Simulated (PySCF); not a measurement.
# F4Fe ([FeF4]2+): the cost of one run

Programs: PySCF 2.14.0, with routines of our own; each step states its level. All values are computed. Atoms count from 0.

### Step 1. The starting structure

5 atoms, charge 2, states of the metal's open shell are computed; geometry from: model geometry, bond lengths from ionic radii.

### Step 2. Ligand-field states: state-averaged CASSCF

What the job is given:

```
{"job": {"kind": "lf", "basis": {"metal": "x2c-TZVPall", "ligand": "x2c-SVPall"}, "nevpt": true}, "charge": 2, "metal": "Fe", "open_shell": "d2"}
Fe     0.000000     0.000000     0.000000
F      0.894893     0.894893     0.894893
F     -0.894893    -0.894893     0.894893
F     -0.894893     0.894893    -0.894893
F      0.894893    -0.894893    -0.894893
```

With the program's defaults for keys left out, this is: state-averaged CASSCF of the metal d shell, SC-NEVPT2 on the averaged canonical orbitals, state-interaction spin-orbit coupling.

Run with:

```
> OMP_NUM_THREADS=1 python lf_run.py task.json out
```

The driver reads the jobs from task.json and runs them one after another.

**Question.** How long does this first job take on 1 thread of Arm Neoverse V2, shared host, and how much memory does it need?

About 5.3 s, with a peak of 0.24 GiB.
